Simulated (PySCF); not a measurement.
# Al2Cl7: the cost of one run

Computed with PySCF 2.14.0 (relaxation, pbe0, def2-tzvpd, and further levels as typed in the inputs, unless a step's input says otherwise).

### 1 The system as given

Bond lengths: Cl1–Al2 2.283 Å, Cl1–Al3 2.283 Å, Al2–Cl4 2.100 Å, Al2–Cl5 2.100 Å, Al2–Cl6 2.100 Å, Al3–Cl7 2.100 Å, Al3–Cl8 2.100 Å, Al3–Cl9 2.100 Å. Angles: Cl1–Al2–Cl4 119.4°, Cl1–Al2–Cl5 119.4°, Cl1–Al2–Cl6 124.5°, Cl4–Al2–Cl5 118.1°, Cl4–Al2–Cl6 81.3°, Cl5–Al2–Cl6 81.3°, Al2–Cl1–Al3 122.4°, Cl1–Al3–Cl7 119.4°, Cl1–Al3–Cl8 119.4°, Cl1–Al3–Cl9 124.5°, Cl7–Al3–Cl8 118.1°, Cl7–Al3–Cl9 81.3°, Cl8–Al3–Cl9 81.3°.

Structure file:

```xyz
9

Cl    0.0000    0.0000    0.0000
Al    2.0000    0.0000    1.1000
Al   -2.0000    0.0000    1.1000
Cl    3.0593    1.8008    1.3119
Cl    3.0593   -1.8008    1.3119
Cl    2.2090    0.0000    3.1896
Cl   -3.0593    1.8008    1.3119
Cl   -3.0593   -1.8008    1.3119
Cl   -2.2090    0.0000    3.1896
```

### 2 Relaxation: Al2Cl7, charge -1

Input file run.py:

```python
from pyscf import gto, dft
from pyscf.geomopt.geometric_solver import optimize
mol = gto.M(atom="mol.xyz", basis="def2-tzvpd", charge=-1, verbose=4)
mf = dft.RKS(mol, xc="pbe0").density_fit().run(conv_tol=1e-9)
m = optimize(mf, maxsteps=60)
print("optimised structure (A):")
for k in range(m.natm): print(m.atom_symbol(k), *(f"{x:.8f}" for x in m.atom_coords(unit="A")[k]))
```

Started as:

```bash
$ python run.py
```

**Question.** How long does this run take on 4 threads of Intel Xeon 6975P-C (Granite Rapids), shared host?

About 26 min.
